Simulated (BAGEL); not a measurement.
# B3LYP/cc-pVDZ (density fitting with qzvpp-jkfit) run of AlPH3F3 (Al(PF3)H3)

What is the energy change on altering one bond length of AlPH3F3 (Al(PF3)H3) at B3LYP/cc-pVDZ (density fitting with qzvpp-jkfit)? 

The calculation is run with BAGEL 1.2.2.

22 further runs of the same task are left out: 2 that didn't finish, 20 set aside as unsound or not needed.

## 1. The molecule

AlPH3F3 has 8 atoms, charge 0, and is taken as a singlet. SMILES: `[H][Al]([H])([H])<-[P](F)(F)F`. Geometry: a GFN2-xTB relaxation, a rough one for these elements and not checked as a minimum.

Bond lengths: Al1–P2 2.534 Å, P2–F3 1.584 Å, P2–F4 1.582 Å, P2–F5 1.581 Å, Al1–H6 1.563 Å, Al1–H7 1.561 Å, Al1–H8 1.561 Å. Some angles: Al1–P2–F3 123.8°, Al1–P2–F4 121.4°, Al1–P2–F5 119.9°, F3–P2–F4 94.8°, F3–P2–F5 94.9°, F4–P2–F5 94.9°, P2–Al1–H6 92.5°, P2–Al1–H7 93.3°, P2–Al1–H8 93.1°, H6–Al1–H7 119.7°.

## 2. A single-point energy at B3LYP/cc-pVDZ (density fitting with qzvpp-jkfit)

The input, dft.json:

```json
{ "bagel": [

{
  "title": "molecule",
  "basis": "cc-pvdz.json",
  "df_basis": "qzvpp-jkfit",
  "angstrom": true,
  "geometry": [
    { "atom": "Al", "xyz": [      -0.001780,       0.003780,      -1.548500 ] },
    { "atom": "P", "xyz": [      -0.017700,       0.006600,       0.985310 ] },
    { "atom": "F", "xyz": [      -1.336360,       0.090620,       1.859070 ] },
    { "atom": "F", "xyz": [       0.760270,       1.107170,       1.813670 ] },
    { "atom": "F", "xyz": [       0.593410,      -1.216990,       1.778500 ] },
    { "atom": "H", "xyz": [       1.559130,      -0.035690,      -1.607090 ] },
    { "atom": "H", "xyz": [      -0.745240,       1.372760,      -1.645700 ] },
    { "atom": "H", "xyz": [      -0.811720,      -1.328260,      -1.635260 ] }
  ]
},

{ "title": "ks", "xc_func": "b3lyp" },

{ "title": "print", "file": "orbitals.molden", "orbitals": true }

]}
```

The basis set cc-pVDZ is read from a file made from the Basis Set Exchange's data (not shown).

The run is started by

```
BAGEL_NUM_THREADS=1 BAGEL dft.json > dft.out
```

What it wrote:

```text
* using 1 threads per process

  ===============================================================
  ===============================================================

  *** Geometry ***

  { "atom" : "Al", "xyz" : [     -0.003364,      0.007143,     -2.926241 ] },
  { "atom" : "P", "xyz" : [     -0.033448,      0.012472,      1.861966 ] },
  { "atom" : "F", "xyz" : [     -2.525354,      0.171247,      3.513133 ] },
  { "atom" : "F", "xyz" : [      1.436702,      2.092248,      3.427340 ] },
  { "atom" : "F", "xyz" : [      1.121382,     -2.299778,      3.360878 ] },
  { "atom" : "H", "xyz" : [      2.946329,     -0.067444,     -3.036960 ] },
  { "atom" : "H", "xyz" : [     -1.408299,      2.594140,     -3.109922 ] },
  { "atom" : "H", "xyz" : [     -1.533928,     -2.510048,     -3.090194 ] },

  Number of auxiliary basis functions:      541

  Since a DF basis is specified, we compute 2- and 3-index integrals:
    o Being stored without compression. Storage requirement is 0.037 GB

  Number of basis functions:       93
  Number of electrons      :       58

    * METHOD: MOLECULE                             0.44

  *** Kohn-Sham DFT ***

    * Removing 14115 points whose weight is below 1.00e-10
    * Grid points: 105133

  === Nuclear Repulsion ===
   315.0004491031

       - DIIS with orbital gradients will be used.

  === KS iteration (b3lyp / cc-pvdz.json) ===
      0       -849.64864420          0.10555699           1.03
      1       -739.92439489          0.08381105           0.68
      2       -742.65080389          0.17514714           0.72
      3       -755.27922366          0.13073832           0.64
      4       -860.54074747          0.09195070           0.63
      5       -801.97659476          0.11442313           0.63
      6       -802.07329283          0.11410811           0.64
      7       -742.28916172          0.09101644           0.65
      8       -851.25073049          0.09643732           0.62
      9       -866.88682096          0.08041092           0.63
     10       -806.33732585          0.11768118           0.63
     11       -804.33699506          0.12108177           0.64
     12       -866.78719011          0.08242888           0.63
     13       -744.03367904          0.09910069           0.64
     14       -868.90709616          0.07821247           0.66
     15       -868.23640362          0.08062784           0.63
     16       -868.77371843          0.07925465           0.63
     17       -878.54039087          0.07221833           0.63
     18       -870.75832109          0.07627495           0.64
     19       -742.77733256          0.10575497           0.64
     20       -871.03645630          0.07326100           0.63
     21       -874.74276529          0.06332774           0.63
     22       -872.07434536          0.07651114           0.64
     23       -882.88742044          0.04741802           0.63
     24       -884.78671653          0.01982822           0.63
     25       -884.63971250          0.02223921           0.63
     26       -885.19118765          0.00319440           0.63
     27       -885.20194801          0.00092372           0.64
     28       -885.20225056          0.00072254           0.63
     29       -885.20279884          0.00012333           0.63
     30       -885.20281448          0.00001455           0.64
     31       -885.20281457          0.00000939           0.63
     32       -885.20281464          0.00000453           0.63
     33       -885.20281466          0.00000086           0.63
     34       -885.20281466          0.00000031           0.62
     35       -885.20281466          0.00000019           0.63
     36       -885.20281466          0.00000002           0.63
     37       -885.20281466          0.00000001           0.62
    * SCF iteration converged.

    * Permanent dipole moment:
           (    0.020655,    -0.009374,    -0.091301) a.u.

    * METHOD: KS                                  25.66

    * METHOD: PRINT                                0.02

  ===============================================================
```

It took 26 s on 1 thread of Intel Xeon Platinum 8259CL at 2.50GHz (Skylake/Cascade Lake), shared host; peak memory 0.49 GiB.

## 3. The distorted shape

The input, input.json:

```json
{ "bagel" : [

{
  "title" : "molecule",
  "basis" : "cc-pvdz.json",
  "df_basis" : "qzvpp-jkfit",
  "angstrom" : true,
  "geometry" : [
    { "atom" : "Al", "xyz" : [    0.221249,   -0.406897,   -1.519341 ] },
    { "atom" : "P", "xyz" : [    0.205329,   -0.404077,    1.014469 ] },
    { "atom" : "F", "xyz" : [   -1.113331,   -0.320057,    1.888229 ] },
    { "atom" : "F", "xyz" : [    0.983299,    0.696493,    1.842829 ] },
    { "atom" : "F", "xyz" : [    0.816439,   -1.627667,    1.807659 ] },
    { "atom" : "H", "xyz" : [    1.782159,   -0.446367,   -1.577931 ] },
    { "atom" : "H", "xyz" : [   -0.745240,    1.372760,   -1.645700 ] },
    { "atom" : "H", "xyz" : [   -0.588691,   -1.738937,   -1.606101 ] }
  ]
},
{ "title" : "ks", "xc_func" : "b3lyp" },
{ "title" : "print", "file" : "orbitals.molden", "orbitals" : true }

]}
```

The basis set cc-pVDZ is read from a file made from the Basis Set Exchange's data (not shown).

The run is started by

```
BAGEL_NUM_THREADS=1 BAGEL input.json > input.out
```

What it wrote:

```text
* using 1 threads per process

  ===============================================================
  ===============================================================

  *** Geometry ***

  { "atom" : "Al", "xyz" : [      0.418100,     -0.768924,     -2.871138 ] },
  { "atom" : "P", "xyz" : [      0.388016,     -0.763595,      1.917069 ] },
  { "atom" : "F", "xyz" : [     -2.103891,     -0.604820,      3.568236 ] },
  { "atom" : "F", "xyz" : [      1.858166,      1.316181,      3.482442 ] },
  { "atom" : "F", "xyz" : [      1.542846,     -3.075845,      3.415980 ] },
  { "atom" : "H", "xyz" : [      3.367792,     -0.843511,     -2.981857 ] },
  { "atom" : "H", "xyz" : [     -1.408299,      2.594140,     -3.109922 ] },
  { "atom" : "H", "xyz" : [     -1.112465,     -3.286115,     -3.035091 ] },

  Number of auxiliary basis functions:      541

  Since a DF basis is specified, we compute 2- and 3-index integrals:
    o Being stored without compression. Storage requirement is 0.037 GB

  Number of basis functions:       93
  Number of electrons      :       58

    * METHOD: MOLECULE                             0.49

  *** Kohn-Sham DFT ***

    * Removing 13823 points whose weight is below 1.00e-10
    * Grid points: 105425

  === Nuclear Repulsion ===
   313.5313254849

       - DIIS with orbital gradients will be used.

  === KS iteration (b3lyp / cc-pvdz.json) ===
      0       -849.90052788          0.10519421           0.74
      1       -740.71662489          0.08283733           0.63
      2       -743.45505348          0.17524506           0.67
      3       -755.87266818          0.13116367           0.80
      4       -860.58469037          0.09197909           0.73
      5       -802.35293347          0.11354592           0.67
      6       -802.44677045          0.11321705           0.86
      7       -742.97233698          0.09068094           0.71
      8       -851.61576189          0.09515027           0.64
      9       -867.00830636          0.08043523           0.64
     10       -806.84705319          0.11654656           0.64
     11       -805.01173405          0.11887254           0.75
     12       -866.94094268          0.08291843           0.63
     13       -746.64362177          0.11588500           0.65
     14       -873.05731082          0.06583661           0.62
     15       -873.13428320          0.07065005           0.63
     16       -873.07918485          0.07080663           0.63
     17       -884.22205230          0.02788752           0.63
     18       -884.56542669          0.02838218           0.70
     19       -885.12966900          0.00675832           0.63
     20       -885.16964470          0.00265687           0.62
     21       -885.17541103          0.00122746           0.62
     22       -885.17693228          0.00029982           0.61
     23       -885.17702094          0.00006443           0.67
     24       -885.17702504          0.00003209           0.78
     25       -885.17702600          0.00000954           0.86
     26       -885.17702611          0.00000146           0.94
     27       -885.17702612          0.00000072           0.65
     28       -885.17702612          0.00000056           0.65
     29       -885.17702612          0.00000005           0.61
     30       -885.17702612          0.00000002           0.61
     31       -885.17702612          0.00000001           0.62
    * SCF iteration converged.

    * Permanent dipole moment:
           (   -0.135385,     0.279308,    -0.150855) a.u.

    * METHOD: KS                                  22.92

    * METHOD: PRINT                                0.02

  ===============================================================
```

Wall time 24 s (1 thread of Intel Xeon Platinum 8259CL at 2.50GHz (Skylake/Cascade Lake), shared host); peak memory 0.5 GiB.

## 4. Summary of results

Level: B3LYP/cc-pVDZ (density fitting with qzvpp-jkfit).

| quantity | value |
| --- | --- |
| first shape: total energy | -885.20281 Eh |
| first shape: dipole moment | 0.24 D |
| first shape: HOMO energy | -8.48 eV |
| first shape: LUMO energy | -1.42 eV |
| first shape: HOMO–LUMO gap | 7.06 eV |
| distorted shape: total energy | -885.17703 Eh |
| distorted shape: dipole moment | 0.88 D |
| distorted shape: HOMO energy | -7.67 eV |
| distorted shape: LUMO energy | -1.63 eV |
| distorted shape: HOMO–LUMO gap | 6.04 eV |
| energy change with the Al1–H7 bond stretched from 1.561 to 2.029 Å | 0.702 eV |

What this shows: With the Al1–H7 bond stretched from 1.561 to 2.029 Å the energy rises by 0.70 eV (67.7 kJ/mol). The first shape isn't relaxed at this level, so the change isn't measured from a minimum.
